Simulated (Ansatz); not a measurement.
# HfH6: the cost of one run

Computed with Ansatz 0.2.0 (DFT PBE, scalar-relativistic, plane waves, PAW, unless a step's input says otherwise).

## Step 1: The starting structure

Symmetry: Pm-3m, No. 221, cubic system. Conventional cell: a = 3.806 Å, b = 3.806 Å, c = 3.806 Å, α = 90.00°, β = 90.00°, γ = 90.00°. Hf (site symmetry m-3m) is surrounded by 6 H at 1.45 Å. Around H (site symmetry 4mm) lie 1 H at 0.90 Å and 1 Hf at 1.45 Å.

As a file:

```cif
data_structure
_symmetry_space_group_name_H-M 'P 1'
_symmetry_Int_Tables_number 1
_cell_length_a 3.8056
_cell_length_b 3.8056
_cell_length_c 3.8056
_cell_angle_alpha 90.000
_cell_angle_beta 90.000
_cell_angle_gamma 90.000
_cell_volume 55.12
loop_
_atom_site_label
_atom_site_type_symbol
_atom_site_fract_x
_atom_site_fract_y
_atom_site_fract_z
_atom_site_occupancy
Hf1 Hf 0.00000 0.00000 0.00000 1
H1 H 0.38181 0.00000 0.00000 1
H2 H 0.61819 0.00000 0.00000 1
H3 H 0.00000 0.38181 0.00000 1
H4 H 0.00000 0.61819 0.00000 1
H5 H 0.00000 0.00000 0.38181 1
H6 H 0.00000 0.00000 0.61819 1
```

The cell is invented: random cell by space group and Wyckoff sites (Pm-3m, No. 221). Lengths come from tabulated atomic sizes and are only a guess.

## Step 2: The guess as it stands, on a coarse mesh

input.yaml reads:

```yaml
crystal:
  lattice:
    - [3.80562289, 0.0, 0.0]
    - [0.0, 3.80562289, 0.0]
    - [0.0, 0.0, 3.80562289]
  atoms:
    - { symbol: Hf, position: [0.0, 0.0, 0.0] }
    - { symbol: H, position: [0.38180617, 0.0, 0.0] }
    - { symbol: H, position: [0.61819383, 0.0, 0.0] }
    - { symbol: H, position: [0.0, 0.38180617, 0.0] }
    - { symbol: H, position: [0.0, 0.61819383, 0.0] }
    - { symbol: H, position: [0.0, 0.0, 0.38180617] }
    - { symbol: H, position: [0.0, 0.0, 0.61819383] }
basis:
  ecutwfc: 420
kpoints:
  mp_grid: { grid: [4, 4, 4] }
hamiltonian:
  xc: pbe
scf:
  occupations: { method: gaussian, width: 0.1 }
  lower_state_search: "off"
output:
  forces: true
  stress: true
  eigenvalues: true
```

Command:

```console
ansatz run input.yaml --threads 1 --pin off --max-ram 2560MiB --backend cpu --events-out ev --progress --plain --runs-dir out
```

What time and memory should one allow on 1 thread of Arm Neoverse N1, shared host?

About 2.1 s, with a peak of 0.28 GiB.
